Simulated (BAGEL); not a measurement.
# triplet B2NH5O: levels of theory compared

We compute a comparison of 5 runs (UHF/STO-3G, UHF/3-21G, ROHF/6-31G*, ROHF/6-311+G**, UHF/6-311+G**) of triplet B2NH5O. 

The calculation is run with BAGEL 1.2.2.

1 further run of the same task is left out (set aside as unsound or not needed). Runs told in other sessions of the task aren't counted.

**1. The system as given**

The species is B2NH5O (9 atoms), meant as a triplet with charge 0. SMILES of the parent species: `BOBN`. Geometry: relaxed at GFN2-xTB. This is one conformer, not always the lowest. That shape belongs to the parent species and isn't relaxed for this state.

Bond lengths: B1–O2 1.295 Å, O2–B3 1.322 Å, B3–N4 1.403 Å, B1–H5 1.185 Å, B1–H6 1.185 Å, B3–H7 1.177 Å, N4–H8 1.005 Å, N4–H9 1.002 Å. Angles: B1–O2–B3 178.8°, O2–B3–N4 120.4°, O2–B1–H5 120.0°, O2–B1–H6 119.9°, O2–B3–H7 120.1°, N4–B3–H7 119.5°, B3–N4–H8 122.6°, B3–N4–H9 123.8°, H5–B1–H6 120.1°, H8–N4–H9 113.6°.

**2. A single-point energy at UHF/STO-3G (density fitting with qzvpp-jkfit) (run 1)**

input.json reads:

```json
{ "bagel" : [

{
  "title" : "molecule",
  "basis" : "sto-3g",
  "df_basis" : "qzvpp-jkfit",
  "angstrom" : "true",
  "geometry" : [
    { "atom" : "B", "xyz" : [   -0.554830,    1.774420,    0.183280 ] },
    { "atom" : "O", "xyz" : [   -0.246110,    0.526480,    0.337160 ] },
    { "atom" : "B", "xyz" : [    0.079630,   -0.748010,    0.469550 ] },
    { "atom" : "N", "xyz" : [    0.590370,   -1.467420,   -0.621680 ] },
    { "atom" : "H", "xyz" : [   -1.652690,    2.076220,   -0.143520 ] },
    { "atom" : "H", "xyz" : [    0.259820,    2.612800,    0.374500 ] },
    { "atom" : "H", "xyz" : [   -0.057600,   -1.287220,    1.506670 ] },
    { "atom" : "H", "xyz" : [    0.726140,   -1.053970,   -1.527620 ] },
    { "atom" : "H", "xyz" : [    0.855280,   -2.433300,   -0.578330 ] }
  ]
},
{
  "title" : "uhf",
  "nopen" : 2
},
{
  "title" : "print",
  "file" : "orbitals.molden",
  "orbitals" : "true"
}

]}
```

Command:

```bash
$ BAGEL_NUM_THREADS=1 BAGEL input.json > input.out
```

Log:

```text
* using 1 threads per process

  ===============================================================
  ===============================================================

  *** Geometry ***

  { "atom" : "B", "xyz" : [     -1.048477,      3.353168,      0.346349 ] },
  { "atom" : "O", "xyz" : [     -0.465080,      0.994903,      0.637140 ] },
  { "atom" : "B", "xyz" : [      0.150479,     -1.413534,      0.887321 ] },
  { "atom" : "N", "xyz" : [      1.115638,     -2.773022,     -1.174805 ] },
  { "atom" : "H", "xyz" : [     -3.123131,      3.923487,     -0.271213 ] },
  { "atom" : "H", "xyz" : [      0.490989,      4.937476,      0.707702 ] },
  { "atom" : "H", "xyz" : [     -0.108848,     -2.432493,      2.847194 ] },
  { "atom" : "H", "xyz" : [      1.372206,     -1.991715,     -2.886783 ] },
  { "atom" : "H", "xyz" : [      1.616245,     -4.598271,     -1.092885 ] },

  Number of auxiliary basis functions:      394

  Since a DF basis is specified, we compute 2- and 3-index integrals:
    o Being stored without compression. Storage requirement is 0.002 GB

  Number of basis functions:       25
  Number of electrons      :       30

    * METHOD: MOLECULE                             0.11

  *** Open-shell HF ***

  === Nuclear Repulsion ===
   102.5395877328

      * DIIS with orbital gradients will be used.

  === UHF iteration (sto-3g) ===
      0       -178.96268094          0.03887742           0.01
      1       -179.06402754          0.02508844           0.01
      2       -179.09680421          0.01221365           0.01
      3       -179.10973202          0.00499412           0.01
      4       -179.11799373          0.00286198           0.01
      5       -179.12157658          0.00112542           0.01
[... 28 lines of this table left out ...]
     34       -179.12263086          0.00000001           0.01
     35       -179.12263086          0.00000001           0.01
    * SCF iteration converged.

    * S^2 (UHF) is 2.0353

    * Permanent dipole moment:
           (   -0.722852,     1.995453,     0.555987) a.u.

    * METHOD: UHF                                  0.50

    * METHOD: PRINT                                0.00

  ===============================================================
```

Run time: 0.74 s. Hardware: 1 thread of Arm Neoverse V1, shared host.

**3. The energy at UHF/3-21G (density fitting with qzvpp-jkfit) (run 2)**

hf.json reads:

```json
{ "bagel" : [

{
  "title" : "molecule",
  "basis" : "3-21g",
  "df_basis" : "qzvpp-jkfit",
  "angstrom" : true,
  "geometry" : [
    { "atom" : "B", "xyz" : [   -0.554830,    1.774420,    0.183280 ] },
    { "atom" : "O", "xyz" : [   -0.246110,    0.526480,    0.337160 ] },
    { "atom" : "B", "xyz" : [    0.079630,   -0.748010,    0.469550 ] },
    { "atom" : "N", "xyz" : [    0.590370,   -1.467420,   -0.621680 ] },
    { "atom" : "H", "xyz" : [   -1.652690,    2.076220,   -0.143520 ] },
    { "atom" : "H", "xyz" : [    0.259820,    2.612800,    0.374500 ] },
    { "atom" : "H", "xyz" : [   -0.057600,   -1.287220,    1.506670 ] },
    { "atom" : "H", "xyz" : [    0.726140,   -1.053970,   -1.527620 ] },
    { "atom" : "H", "xyz" : [    0.855280,   -2.433300,   -0.578330 ] }
  ]
},
{ "title" : "uhf", "nopen" : 2 },
{ "title" : "print", "file" : "orbitals.molden", "orbitals" : true }

]}
```

Command:

```bash
$ BAGEL_NUM_THREADS=1 BAGEL hf.json > hf.out
```

Log:

```text
* using 1 threads per process

  ===============================================================
  ===============================================================

  *** Geometry ***

  { "atom" : "B", "xyz" : [     -1.048477,      3.353168,      0.346349 ] },
  { "atom" : "O", "xyz" : [     -0.465080,      0.994903,      0.637140 ] },
  { "atom" : "B", "xyz" : [      0.150479,     -1.413534,      0.887321 ] },
  { "atom" : "N", "xyz" : [      1.115638,     -2.773022,     -1.174805 ] },
  { "atom" : "H", "xyz" : [     -3.123131,      3.923487,     -0.271213 ] },
  { "atom" : "H", "xyz" : [      0.490989,      4.937476,      0.707702 ] },
  { "atom" : "H", "xyz" : [     -0.108848,     -2.432493,      2.847194 ] },
  { "atom" : "H", "xyz" : [      1.372206,     -1.991715,     -2.886783 ] },
  { "atom" : "H", "xyz" : [      1.616245,     -4.598271,     -1.092885 ] },

  Number of auxiliary basis functions:      394

  Since a DF basis is specified, we compute 2- and 3-index integrals:
    o Being stored without compression. Storage requirement is 0.007 GB

  Number of basis functions:       46
  Number of electrons      :       30

    * METHOD: MOLECULE                             0.11

  *** Open-shell HF ***

  === Nuclear Repulsion ===
   102.5395877328

      * DIIS with orbital gradients will be used.

  === UHF iteration (3-21g) ===
      0       -180.35230599          0.05888828           0.03
      1       -180.45561145          0.03257911           0.03
      2       -180.47996177          0.02033381           0.03
      3       -180.49285726          0.00153588           0.03
      4       -180.49335824          0.00083427           0.03
      5       -180.49349574          0.00044912           0.03
[... 18 lines of this table left out ...]
     24       -180.49371980          0.00000001           0.03
     25       -180.49371980          0.00000001           0.03
    * SCF iteration converged.

    * S^2 (UHF) is 2.0204

    * Permanent dipole moment:
           (   -0.404172,     0.840167,     0.582621) a.u.

    * METHOD: UHF                                  0.96

    * METHOD: PRINT                                0.01

  ===============================================================
```

Run time: 1.2 s. Hardware: 1 thread of Arm Neoverse V1, shared host.

Runs 3 to 4 aren't shown in full; the table further down has their settings and results.

**4. The energy at UHF/6-311+G(d,p) (density fitting with qzvpp-jkfit) (run 5)**

job.json reads:

```json
{ "bagel" : [

{
  "title" : "molecule",
  "basis" : "6-311+gss.json",
  "df_basis" : "qzvpp-jkfit",
  "angstrom" : true,
  "geometry" : [
    { "atom" : "B", "xyz" : [   -0.554830,    1.774420,    0.183280 ] },
    { "atom" : "O", "xyz" : [   -0.246110,    0.526480,    0.337160 ] },
    { "atom" : "B", "xyz" : [    0.079630,   -0.748010,    0.469550 ] },
    { "atom" : "N", "xyz" : [    0.590370,   -1.467420,   -0.621680 ] },
    { "atom" : "H", "xyz" : [   -1.652690,    2.076220,   -0.143520 ] },
    { "atom" : "H", "xyz" : [    0.259820,    2.612800,    0.374500 ] },
    { "atom" : "H", "xyz" : [   -0.057600,   -1.287220,    1.506670 ] },
    { "atom" : "H", "xyz" : [    0.726140,   -1.053970,   -1.527620 ] },
    { "atom" : "H", "xyz" : [    0.855280,   -2.433300,   -0.578330 ] }
  ]
},
{
  "title" : "uhf",
  "nopen" : 2
},
{
  "title" : "print",
  "file" : "orbitals.molden",
  "orbitals" : true
}

]}
```

The basis set 6-311+G** is read from a file made from the Basis Set Exchange's data (not shown).

Command:

```bash
$ BAGEL_NUM_THREADS=1 BAGEL job.json > job.out
```

Log:

```text
* using 1 threads per process

  ===============================================================
  ===============================================================

  *** Geometry ***

  { "atom" : "B", "xyz" : [     -1.048477,      3.353168,      0.346349 ] },
  { "atom" : "O", "xyz" : [     -0.465080,      0.994903,      0.637140 ] },
  { "atom" : "B", "xyz" : [      0.150479,     -1.413534,      0.887321 ] },
  { "atom" : "N", "xyz" : [      1.115638,     -2.773022,     -1.174805 ] },
  { "atom" : "H", "xyz" : [     -3.123131,      3.923487,     -0.271213 ] },
  { "atom" : "H", "xyz" : [      0.490989,      4.937476,      0.707702 ] },
  { "atom" : "H", "xyz" : [     -0.108848,     -2.432493,      2.847194 ] },
  { "atom" : "H", "xyz" : [      1.372206,     -1.991715,     -2.886783 ] },
  { "atom" : "H", "xyz" : [      1.616245,     -4.598271,     -1.092885 ] },

  Number of auxiliary basis functions:      394

  Since a DF basis is specified, we compute 2- and 3-index integrals:
    o Being stored without compression. Storage requirement is 0.044 GB

  Number of basis functions:      118
  Number of electrons      :       30

    * METHOD: MOLECULE                             0.20

  *** Open-shell HF ***

  === Nuclear Repulsion ===
   102.5395877328

      * DIIS with orbital gradients will be used.

  === UHF iteration (6-311+gss.json) ===
      0       -181.12075401          0.06148614           0.11
      1       -181.35948447          0.04518041           0.12
      2       -181.46673062          0.03009118           0.12
      3       -181.54403116          0.00180519           0.12
      4       -181.54550542          0.00091623           0.12
      5       -181.54583191          0.00035893           0.12
[... 19 lines of this table left out ...]
     25       -181.54606403          0.00000001           0.11
     26       -181.54606403          0.00000001           0.11
    * SCF iteration converged.

    * S^2 (UHF) is 2.0231

    * Permanent dipole moment:
           (   -0.355414,     0.822403,     0.428027) a.u.

    * METHOD: UHF                                  3.24

    * METHOD: PRINT                                0.03

  ===============================================================
```

Wall time 3.6 s (1 thread of Arm Neoverse V1, shared host).

**5. The series**

```csv
run,level,energy (Eh),dipole moment (D),⟨S²⟩,wall time
1,UHF/STO-3G (density fitting with qzvpp-jkfit),-179.122631,5.58,2.035,0.74 s
2,UHF/3-21G (density fitting with qzvpp-jkfit),-180.493720,2.79,2.020,1.2 s
3,"ROHF/6-31G* (density fitting with qzvpp-jkfit, spherical functions)",-181.471659,1.96,2.000,1.5 s
4,ROHF/6-311+G** (density fitting with qzvpp-jkfit),-181.538658,2.15,2.000,3.6 s
5,UHF/6-311+G** (density fitting with qzvpp-jkfit),-181.546064,2.52,2.023,3.6 s
```

**6. Results**

| quantity | value |
| --- | --- |
| run 5: total energy | -181.54606 Eh |
| run 5: dipole moment | 2.52 D |
| run 5: ⟨S²⟩ | 2.023 |

What this shows: The dipole moment (its size) runs from 1.96 D (ROHF/6-31G*) to 5.58 D (UHF/STO-3G). The two ends differ in method and basis. In run 1 the basis is minimal, so the values are rough. All runs together took 11 s, the longest 3.6 s.
